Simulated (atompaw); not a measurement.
# A PAW (atompaw) potential for Zr, from input to tests

Aim: build the potential from the settings below, then test how well it stands in for the atom: scattering, ghost states and the plane-wave cutoff that it needs.

The numbers are computed with atompaw 4.2.0.5 (PBEsol, scalar-relativistic, spin-unpolarised reference atom).

## (1) Settings

Typed settings, in words:

| Quantity | Value |
| --- | --- |
| element | zirconium (Zr, Z = 40) |
| type | PAW |
| frozen core | [Ar] 3d10 4s2 |
| valence charge | 10 |
| reference configuration | 4p6 4d2 5s0.5 5p0 (charge +1.5) |
| partial waves | 5s (bound): rc 2.75 bohr; 5s channel at -0.6 Ry: rc 2.75 bohr; 4p (bound): rc 1.85 bohr; 5p (bound, empty): rc 2.52 bohr; 4d (bound): rc 2.75 bohr; 4d channel at -0.35 Ry: rc 2.75 bohr |
| local potential | vpsmatchnc scheme with l = 3 at 1 Ry, radius 1.85 bohr |
| core correction | smooth core density matched at 2.50 bohr |
| augmentation charge | sinc compensation charge, radius 2.35 bohr; PAW radius 2.75 bohr; waves and projectors: custom rrkj gramschmidtortho |

An earlier all-electron run gives the scale for the radii.

All-electron outer shells of the reference configuration (PBEsol, scalar-relativistic, ld1.x):

```tsv
shell	level (eV)	outermost node (bohr)	outermost maximum (bohr)
4s	-64.91	0.55	1.08
4p	-42.88	0.56	1.17
4d	-13.54	0.58	1.59
5s	-12.90	1.46	2.93
5p	-8.83	1.67	3.53
4f	-2.51	–	6.85
```

## (2) Generation

Zr.input

```
Zr 40
GGA-PBESOL scalarrelativistic loggrid 1500 logderivrange -5 5 251
5 5 4 0 0 0
5 0 0.5
5 1 0
4 2 2
0 0 0
c
c
c
c
v
c
c
v
v
c
v
2
2.75 2.35 1.85 2.50
y
-0.6
n
n
y
-0.35
n
custom rrkj gramschmidtortho sinc
3 1 vpsmatchnc
2.75
2.75
1.85
2.52
2.75
2.75
PWSCFOUT
UPFDX 0.0125d0 UPFXMIN -7.d0 UPFZMESH 40.d0
END
```

On the command line:

```
$ atompaw < Zr.input > Zr.log
```

**Question.** What will these runs give? Wanted: cutoffs for 10 and 1 mRy, occupied levels; bound ghosts; largest phase difference near zero energy, channels read; lowest eigenvalue of the overlap; share of valence orbitals outside the PAW sphere; UPF file.

**Answer**, as computed:

| quantity | value |
| --- | --- |
| cutoffs for 10 and 1 mRy, occupied levels | 25 Ry and 40 Ry |
| bound ghosts | s at -260.50 eV, s at -15.80 eV |
| largest phase difference near zero energy, channels read | 0.234 rad |
| lowest eigenvalue of the overlap (Bessel basis) | 0.454 (s) |
| share of valence orbitals outside the PAW sphere | 5s 67 %, 4p 1 %, 5p 84 %, 4d 19 % |
| UPF file | written |

**Reading.** It has a bound ghost (s), a state that the atom doesn't have, and that rules the file out. It counts as soft on the atom at that tolerance, with 25 Ry needed at the looser tolerance. The slowest occupied level is 4p: taken alone it needs 25 Ry to come within 1 mRy, against 15 Ry for 4d. Of the channels read, p scatters worst near zero energy, by up to 0.23 rad. In the p channel the atom's pole at 2.84 Ry sits lower, at 1.11 Ry, in the pseudo curve. These are tests on the free atom; a crystal test is still owed.
